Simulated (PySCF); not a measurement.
# NaZn: from the state search to spectroscopic constants

The task here is to estimate one member of a computed series from the others.

Computed with PySCF 2.14.0. Level: Na cc-pVDZ, Zn cc-pVDZ-PP with ECP10, scalar-relativistic core potentials.

The first run:

Settings of the job:

```yaml
atoms: Na, Zn
charge: 0
basis: Na cc-pVDZ, Zn cc-pVDZ-PP with ECP10
Hamiltonian: scalar-relativistic core potentials
basis_functions: 56
electrons_treated: 31
masses_in_u: 22.9898, 63.9291
levels: PBE0, PBE, r²SCAN, PBEsol, M06-2X, LDA, LC-ωPBE, HF, MP2, SCS-MP2
grid: 80 radial by 434 angular points
occupations: held fixed by the projection of orbital angular momentum
dissociation_limit: Na + Zn, each in its ground configuration
starting_distance_in_angstrom: 2.765
values_of_2S_to_try: 1, 3
```

Launch:

```console
> OMP_NUM_THREADS=1 python dia.py task.json out
```

Among the steps run: Set-up; First curve: PBE0; Other states along the same grid; PBE; r²SCAN (meta-GGA); PBEsol (GGA); M06-2X (hybrid meta-GGA); LDA; LC-ωPBE (range-separated hybrid); UHF (mean field).

One table of the session follows, with a row left open; its other results are not shown here.

It belongs to the step «The curves together». Energy (eV) from each level's lowest point:

```
R (Å)    UHF  UHF-MP2  UHF-SCS-MP2    LDA    PBE
2.808  0.261    0.162        0.186  0.028  0.062
2.938  0.180    0.099        0.119  0.004  0.022
3.069  0.124    0.058        0.075  0.000  0.004
3.167  0.094    0.038        0.052  0.005  0.000
3.265  0.072    0.024        0.036  0.015  0.002
3.363      ?        ?            ?      ?      ?
3.494  0.037    0.006        0.014  0.049  0.021
3.657  0.022    0.001        0.006  0.077  0.040
3.853  0.010    0.000        0.001  0.110  0.065
4.114  0.000    0.002        0.000  0.151  0.096
```

Estimate the missing values for R (Å) = 3.363.

Worked estimate for «UHF». A straight line through the neighbours (3.265, 0.072) and (3.494, 0.037) gives 0.072 + (0.037 − 0.072) × (3.363 − 3.265) / (3.494 − 3.265) = 0.057; a parabola fitted to 4 rows on both sides gives 0.055.

**Answer.** UHF: 0.054; UHF-MP2: 0.014; UHF-SCS-MP2: 0.024; LDA: 0.028; PBE: 0.008. In «UHF» the line misses by +0.003 and the parabola by +0.001.

Limits of these values: The bond is weak, and basis-set superposition, which was not computed, may be a sizeable part of it.
